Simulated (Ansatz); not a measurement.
# BaMg2Re2: the cost of one run

Program: Ansatz 0.2.0. Level of theory: reference: DFT r2SCAN, plane waves, PAW, scalar-relativistic, no spin polarisation. These are calculated values, not measurements.

## 1. The system as given

The structure is tetragonal, space group P4/nmm (No. 129). Conventional cell: a = 4.553 Å, b = 4.553 Å, c = 11.028 Å, α = 90.00°, β = 90.00°, γ = 90.00°. Re (site symmetry 4mm) has 5 Mg at 2.60 to 2.71 Å as nearest neighbours. Mg (site symmetry -4m2) has 4 Re at 2.71 Å as nearest neighbours. Around Mg (site symmetry 4mm) lie 5 Re at 2.60 to 2.70 Å. Ba (site symmetry 4mm) has 8 Mg at 3.46 to 3.60 Å and 8 Re at 3.48 to 3.55 Å as nearest neighbours. Re (site symmetry -4m2) has 4 Mg at 2.70 Å as nearest neighbours.

Structure file:

```cif
data_structure
_symmetry_space_group_name_H-M 'P 1'
_symmetry_Int_Tables_number 1
_cell_length_a 4.5531
_cell_length_b 4.5531
_cell_length_c 11.0277
_cell_angle_alpha 90.000
_cell_angle_beta 90.000
_cell_angle_gamma 90.000
_cell_volume 228.61
loop_
_atom_site_label
_atom_site_type_symbol
_atom_site_fract_x
_atom_site_fract_y
_atom_site_fract_z
_atom_site_occupancy
Re1 Re 0.00000 0.50000 0.86700 1
Re2 Re 0.50000 0.00000 0.13300 1
Mg1 Mg 0.00000 0.00000 0.00000 1
Mg2 Mg 0.50000 0.50000 0.00000 1
Mg3 Mg 0.00000 0.50000 0.63100 1
Mg4 Mg 0.50000 0.00000 0.36900 1
Ba1 Ba 0.00000 0.50000 0.25300 1
Ba2 Ba 0.50000 0.00000 0.74700 1
Re3 Re 0.00000 0.00000 0.50000 1
Re4 Re 0.50000 0.50000 0.50000 1
```

## 2. Baseline

Contents of input.yaml:

```yaml
crystal:
  lattice:
    - [4.553128, 0.0, 0.0]
    - [0.0, 4.553128, 0.0]
    - [0.0, 0.0, 11.027676]
  atoms:
    - { symbol: Re, position: [0.0, 0.5, 0.867] }
    - { symbol: Re, position: [0.5, 0.0, 0.133] }
    - { symbol: Mg, position: [0.0, 0.0, 0.0] }
    - { symbol: Mg, position: [0.5, 0.5, 0.0] }
    - { symbol: Mg, position: [0.0, 0.5, 0.631] }
    - { symbol: Mg, position: [0.5, 0.0, 0.369] }
    - { symbol: Ba, position: [0.0, 0.5, 0.253] }
    - { symbol: Ba, position: [0.5, 0.0, 0.747] }
    - { symbol: Re, position: [0.0, 0.0, 0.5] }
    - { symbol: Re, position: [0.5, 0.5, 0.5] }
  symmetry: { tolerance: 0.0003 }
kpoints:
  mp_grid: { grid: [4, 4, 2], shift: [0, 0, 0] }
magnetization:
  spin_polarized: false
scf:
  occupations: { method: fermi_dirac }
hamiltonian:
  pseudopotentials: { kind: paw }
  xc: r2scan
basis:
  ecutwfc: 500
output:
  forces: true
  stress: true
  eigenvalues: true
```

Started as:

```
$ ansatz run input.yaml --threads 1 --pin off --max-ram 2560MiB --backend cpu --events-out ev --progress --plain --runs-dir out
```

What time and memory should one allow on 1 thread of Intel Xeon 6975P-C (Granite Rapids), shared host?

About 19 s, with a peak of 1 GiB.
